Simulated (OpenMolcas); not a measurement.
# One shape, several levels: singlet CaH+

We compute a comparison of 6 runs (HF/3-21G, HF/def2-TZVPP, M06-L/def2-TZVPP, r2SCAN/def2-TZVPP, revPBE/def2-TZVPP, MP2/def2-TZVPP) of singlet CaH+. 

The results are computed with OpenMolcas 26.06.

1 further run of the same task is left out (set aside as unsound or not needed).

## 1. The molecule

CaH+ has 2 atoms, charge +1, and is taken as a singlet. SMILES of the parent species: `[CaH]`. Geometry: relaxed at PBE0-D4/def2-TZVP. That shape belongs to the parent species and isn't relaxed for this state.

Bond lengths: Ca1–H2 1.990 Å.

## 2. The energy at HF/3-21G (run 1)

test.inp

```
>>> EXPORT MOLCAS_PRINT=2
&GATEWAY
BasLib=$CurrDir
Coord
2
bohr
Ca     0.00000000     0.00000000     0.03787011
H      0.00000000     0.00000000     3.79804715
Basis=3-21G
Group=NoSym
&SEWARD
&SCF
Charge=1
Thresholds=1e-10 1e-07 1e-07 1e-05
PrOrbitals=1
```

The basis set 3-21G is read from a file made from the Basis Set Exchange's data (not shown).

On the command line:

```
export MOLCAS_MEM=1860
pymolcas test.inp > test.log
```

Standard output:

```text
--- Start Module: gateway ---
[...]
--- Stop Module: gateway /rc=_RC_ALL_IS_WELL_ ---
--- Start Module: seward ---
[...]
      Basis functions           19
--- Stop Module: seward /rc=_RC_ALL_IS_WELL_ ---
--- Start Module: scf ---
[...]
       Convergence after  12 Iterations
[...]
::    Total SCF energy                               -673.7295228065
[...]
      Total spin, S                                     0.0000000000
[...]
      Total electronic charge=   20.000000
      Total            charge=    1.000000
[...]
      Dipole Moment (debye):
      Origin of the operator (angstrom)=    0.0000    0.0000    0.0690
                   X= -2.2655E-15               Y=  1.5310E-16               Z= -6.8547E+00           Total=  6.8547E+00
      Center of Charge (angstrom)
[...]
--- Stop Module: scf /rc=_RC_ALL_IS_WELL_ ---
[...]
```

Run time: 1.9 s. Hardware: 1 thread of Intel Xeon Platinum 8488C (Sapphire Rapids), shared host; peak memory 0.37 GiB.

## 3. The energy at HF/def2-TZVPP (run 2)

geom.xyz

```xyz
2

Ca     0.000000     0.000000     0.020040
H      0.000000     0.000000     2.009840
```

job.inp

```
&GATEWAY
BasLib = $CurrDir
Coord = geom.xyz
Basis = def2-TZVPP
Group = NoSym
&SEWARD
&SCF
Charge = 1
Thresholds = 1e-10 1e-07 1e-07 1e-05
PrOrbitals = 1 1
```

The basis set def2-TZVPP is read from a file made from the Basis Set Exchange's data (not shown).

On the command line:

```
export MOLCAS_MEM=1860
pymolcas job.inp > job.log
```

Standard output:

```text
--- Start Module: gateway ---
[...]
--- Stop Module: gateway /rc=_RC_ALL_IS_WELL_ ---
--- Start Module: seward ---
[...]
      Basis functions           50
--- Stop Module: seward /rc=_RC_ALL_IS_WELL_ ---
--- Start Module: scf ---
[...]
       Convergence after  13 Iterations
[...]
::    Total SCF energy                               -677.1015931299
[...]
      Total spin, S                                     0.0000000000
[...]
      Total electronic charge=   20.000000
      Total            charge=    1.000000
[...]
      Dipole Moment (debye):
      Origin of the operator (angstrom)=    0.0000    0.0000    0.0690
                   X=  8.4270E-16               Y=  1.4973E-15               Z= -6.0801E+00           Total=  6.0801E+00
      Center of Charge (angstrom)
[...]
--- Stop Module: scf /rc=_RC_ALL_IS_WELL_ ---
[...]
```

Run time: 1.9 s. Hardware: 1 thread of Intel Xeon Platinum 8488C (Sapphire Rapids), shared host; peak memory 0.38 GiB.

## 4. The energy at M06-L/def2-TZVPP (run 3)

job.input

```
&GATEWAY
BasLib=$CurrDir
Coord
2
angstrom
Ca       0.000000       0.000000       0.020040
H        0.000000       0.000000       2.009840
Basis=def2-TZVPP
Group=NoSym
&SEWARD
GridInput
Grid=UltraFine
End of Grid
&SCF
Charge=1
KSDFT=M06L
Thresholds=1e-10 1e-07 1e-07 1e-05
PrOrbitals=1 1
```

The basis set def2-TZVPP is read from a file made from the Basis Set Exchange's data (not shown).

On the command line:

```
export MOLCAS_MEM=1860
pymolcas job.input > job.log
```

Standard output:

```text
--- Start Module: gateway ---
[...]
--- Stop Module: gateway /rc=_RC_ALL_IS_WELL_ ---
--- Start Module: seward ---
[...]
      Basis functions           50
--- Stop Module: seward /rc=_RC_ALL_IS_WELL_ ---
--- Start Module: scf ---
[...]
       Convergence after  17 Iterations
[...]
::    Total KS-DFT energy                            -677.9139252083
[...]
      Total spin, S                                     0.0000000000
[...]
      Total electronic charge=   20.000000
      Total            charge=    1.000000
[...]
      Dipole Moment (debye):
      Origin of the operator (angstrom)=    0.0000    0.0000    0.0690
                   X= -1.5280E-15               Y=  2.5504E-15               Z= -5.4029E+00           Total=  5.4029E+00
      Center of Charge (angstrom)
[...]
--- Stop Module: scf /rc=_RC_ALL_IS_WELL_ ---
[...]
```

Run time: 9 s. Hardware: 1 thread of Intel Xeon Platinum 8488C (Sapphire Rapids), shared host; peak memory 0.38 GiB.

Runs 4 to 5 aren't shown in full; the table further down has their settings and results.

## 5. The energy at MP2/def2-TZVPP (run 6)

test.inp

```
&GATEWAY
BasLib
$CurrDir
BasisSet
Ca.def2-TZVPP....
Ca1 0.000000 0.000000 0.020040 angstrom
End of Basis
BasisSet
H.def2-TZVPP....
H2 0.000000 0.000000 2.009840 angstrom
End of Basis
&SEWARD
&SCF
Charge
1
Thresholds
1e-10 1e-07 1e-07 1e-05
PrOrbitals
1 2
&MBPT2
Frozen
5
```

The basis set def2-TZVPP is read from a file made from the Basis Set Exchange's data (not shown).

On the command line:

```
export MOLCAS_MEM=1860
pymolcas test.inp > test.log
```

Standard output:

```text
--- Start Module: gateway ---
[...]
--- Stop Module: gateway /rc=_RC_ALL_IS_WELL_ ---
[...]
      Basis functions           50
[...]
--- Start Module: scf ---
[...]
       Convergence after  13 Iterations
[...]
::    Total SCF energy                               -677.1015931299
[...]
      Total spin, S                                     0.0000000000
[...]
      Total electronic charge=   20.000000
      Total            charge=    1.000000
[...]
      Dipole Moment (debye):
      Origin of the operator (angstrom)=    0.0000    0.0000    0.0690
                   X=  8.4270E-16               Y=  1.4973E-15               Z= -6.0801E+00           Total=  6.0801E+00
      Center of Charge (angstrom)
[...]
--- Stop Module: scf /rc=_RC_ALL_IS_WELL_ ---
--- Start Module: mbpt2 ---
[...]
WARNING!
Default frozen orbitals as non valence orbitals is overwritten by user input.
Default values:   6
[...]
       Reference weight ( Cref**2 )         =        0.94514
::    Total MBPT2 energy                             -677.2975791073
[...]
      Total MBPT2 calculations                           0.06      0.06
--- Stop Module: mbpt2 /rc=_RC_ALL_IS_WELL_ ---
[...]
```

Wall time 2 s (1 thread of Intel Xeon Platinum 8488C (Sapphire Rapids), shared host); peak memory 0.38 GiB.

## 6. All runs side by side

| run | level | integration grid | frozen core orbitals | energy (Eh) | HOMO energy (eV) | LUMO energy (eV) | HOMO–LUMO gap (eV) | wall time |
| --- | --- | --- | --- | --- | --- | --- | --- | --- |
| 1 | HF/3-21G | – | – | -673.729523 | -13.69 | -5.53 | 8.15 | 1.9 s |
| 2 | HF/def2-TZVPP | – | – | -677.101593 | -14.02 | -5.24 | 8.78 | 1.9 s |
| 3 | M06-L/def2-TZVPP | UltraFine | – | -677.913925 | -10.41 | -6.88 | 3.53 | 9 s |
| 4 | r2SCAN/def2-TZVPP | UltraFine | – | -677.879375 | -10.57 | -6.96 | 3.60 | 7.2 s |
| 5 | revPBE/def2-TZVPP | UltraFine | – | -677.818982 | -10.58 | -7.95 | 2.63 | 5.4 s |
| 6 | MP2/def2-TZVPP | – | 5 | -677.297579 | -14.02 | -5.24 | 8.78 | 2 s |

## 7. Outcome

| quantity | value |
| --- | --- |
| run 6: total energy | -677.29758 Eh |
| run 6: HOMO energy (Hartree–Fock orbitals) | -14.02 eV |
| run 6: LUMO energy (Hartree–Fock orbitals) | -5.24 eV |
| run 6: HOMO–LUMO gap (Hartree–Fock orbitals) | 8.78 eV |
| run 6: correlation energy (5 core orbitals frozen) | -196.0 mEh |

Over runs 1, 2, 3, 4, 5 the HOMO–LUMO gap runs from 2.63 eV (revPBE/def2-TZVPP) to 8.78 eV (HF/def2-TZVPP). Exact exchange widens orbital gaps. Totals of different functionals can't be ranked against each other. All runs together took 28 s, the longest 9 s.
